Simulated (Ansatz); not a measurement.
Set up this calculation in Ansatz 0.2.0, as the native input.

```yaml
Task: single point
Functional: LDA
Potentials_or_basis: Ansatz PAW
Cutoff: "420 eV (not typed: the program's choice for these potentials)"
k_mesh: 5 × 5 × 5
Occupations: gaussian, width 0.05 eV
Spin: no spin polarisation
Hubbard_terms: Fe d U = 8 eV
Hubbard_projectors: ortho-atomic (the default)
Double_counting: fll (the default)
```

Crystal: FeSe2.

```
Fe Se
1.0
     0.00000    3.07385    3.07385
     3.07385    0.00000    3.07385
     3.07385    3.07385    0.00000
Fe Se
1 2
Direct
  0.00000 0.00000 0.00000
  0.25000 0.25000 0.25000
  0.75000 0.75000 0.75000
```

The cell comes from a database or a generator and needn't be the stable form of this composition.

One way to write it, as run:

input.yaml

```yaml
crystal:
  lattice:
    - [0.0, 3.07384615, 3.07384615]
    - [3.07384615, 0.0, 3.07384615]
    - [3.07384615, 3.07384615, 0.0]
  atoms:
    - { symbol: Fe, position: [0.0, 0.0, 0.0] }
    - { symbol: Se, position: [0.25, 0.25, 0.25] }
    - { symbol: Se, position: [0.75, 0.75, 0.75] }
hamiltonian:
  xc: lda
  pseudopotentials: { kind: paw }
  hubbard: { sites: [{ species: Fe, l: d, u_eff: 8.0 }] }
kpoints:
  mp_grid: { grid: [5, 5, 5] }
scf:
  occupations: { method: gaussian, width: 0.05 }
output:
  forces: true
  stress: true
  eigenvalues: true
  write_density: true
  write_potential: true
  elf: true
  volumetric_format: npy
```

Potentials or basis: Ansatz PAW.

Run with:

```bash
$ ansatz run input.yaml --threads 2 --pin off --max-ram 5632MiB --backend cpu --events-out ev --progress --plain --runs-dir out
```

It gave:

| Property | Result |
| --- | --- |
| Pressure | -15.0 GPa |
| Band gap on the k mesh | 0.05 eV, indirect (least direct gap 0.76 eV) |

Caveat: odd divisions of the mesh miss points on the zone boundary, where band edges often lie, so the gap on the mesh can be too wide; the PAW data sets come from PBE, with cores solved anew for the run's functional, which leaves a small shift of forces and pressure.

Run time: 1.4 s on 2 threads of Arm Neoverse V2, on a shared host, peak memory 0.32 GiB.
